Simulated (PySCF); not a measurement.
# BrCu (CuBr): the cost of one run

Computed with PySCF 2.14.0 and routines of our own; the level stands in each step. Atoms count from 0.

### Step 1. The system as given

2 atoms, charge 0, multiplicity 1; geometry from: GFN2-xTB.

### Step 2. Optimising the geometry at PBE0-D3(BJ)/def2-SVP

What the job is given:

```
{"job": {"xc": "PBE0", "basis": "def2-SVP", "d3": "d3bj", "grid": 1, "maxiter": 30, "shake": 0.01, "kind": "geom"}, "charge": 0, "multiplicity": 1}
Cu     1.109000    -0.028440     0.001330
Br    -1.091520    -0.000370    -0.013460
```

Launch:

```bash
OMP_NUM_THREADS=1 python heavy_run.py task.json out
```

One launch serves the whole session: the jobs run in the order shown.

Q: Estimate the wall time and peak memory of this first job on 1 thread of Arm Neoverse V1, shared host.

About 4.3 s, with a peak of 0.28 GiB.
